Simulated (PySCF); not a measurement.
# H2O4Os (Os(O)2(OH)2): the cost of one run

Program: PySCF 2.14.0. Level of theory: several levels, as the steps say, no spin–orbit coupling. These are calculated values, not measurements.

2 further runs of the same task are left out: 2 for a known fault of the program.

**1. The starting structure**

7 atoms, charge 0, spin multiplicity 1.

Bond lengths: Os1–O2 1.686 Å, Os1–O3 1.686 Å, Os1–O4 1.884 Å, Os1–O6 1.884 Å, O4–H5 0.975 Å, O6–H7 0.975 Å. Angles: O2–Os1–O3 122.9°, O2–Os1–O4 110.7°, O2–Os1–O6 110.5°, O3–Os1–O4 110.5°, O3–Os1–O6 110.7°, O4–Os1–O6 85.4°, Os1–O4–H5 114.2°, Os1–O6–H7 114.2°.

As a file:

```xyz
7
H2O4Os
Os    0.0000    0.0000    0.3112
O     1.0603    1.0335    1.1169
O    -1.0603   -1.0335    1.1169
O     0.8896   -0.9177   -1.0733
H     0.6166   -0.6508   -1.9703
O    -0.8896    0.9177   -1.0733
H    -0.6166    0.6508   -1.9703
```

Formal oxidation states: Os +6. An earlier session relaxed this geometry at PBE0, Os def2-SVP with ECP60, O def2-SVP, H def2-SVP (singlet, point group C2v).

At PBE0 on the finer grid: E = -392.233828 Eh, HOMO -7.84 eV, LUMO -3.49 eV, Mulliken charge on Os1 +1.13 e, largest force component 0.016 eV/Å. 

Levels to run: revPBE; M06-L; BLYP; BP86; PBE0, TZVP; PBE0, x2c-SVP. Hardware: 2 threads of Arm Neoverse V1, shared host.

**2. revPBE**

Input file run.py (the lines that set the calculation):

```python
mol = gto.M(atom='''
Os     0.00000     0.00000     0.31117
O      1.06035     1.03355     1.11692
O     -1.06035    -1.03355     1.11692
O      0.88963    -0.91772    -1.07330
H      0.61660    -0.65079    -1.97025
O     -0.88963     0.91772    -1.07330
H     -0.61660     0.65079    -1.97025''',
    basis={'Os': 'def2-SVP', 'O': 'def2-SVP', 'H': 'def2-SVP'},
    ecp={'Os': 'def2-SVP'},
    charge=0, spin=0)
mf = dft.RKS(mol, xc='PBE_R,PBE')
mf.grids.atom_grid = (75, 302)
mf = mf.density_fit()  # fitting sets: Os def2-universal-JKFIT, O def2-universal-JKFIT, H def2-universal-JKFIT
mf.conv_tol = 1e-08; mf.max_cycle = 55
mf.kernel(dm0)  # dm0: the density of the relaxed state
```

Run with:

```
$ OMP_NUM_THREADS=2 python run.py
```

**Question.** How long does this run take on 2 threads of Arm Neoverse V1, shared host?

About 5.3 s.
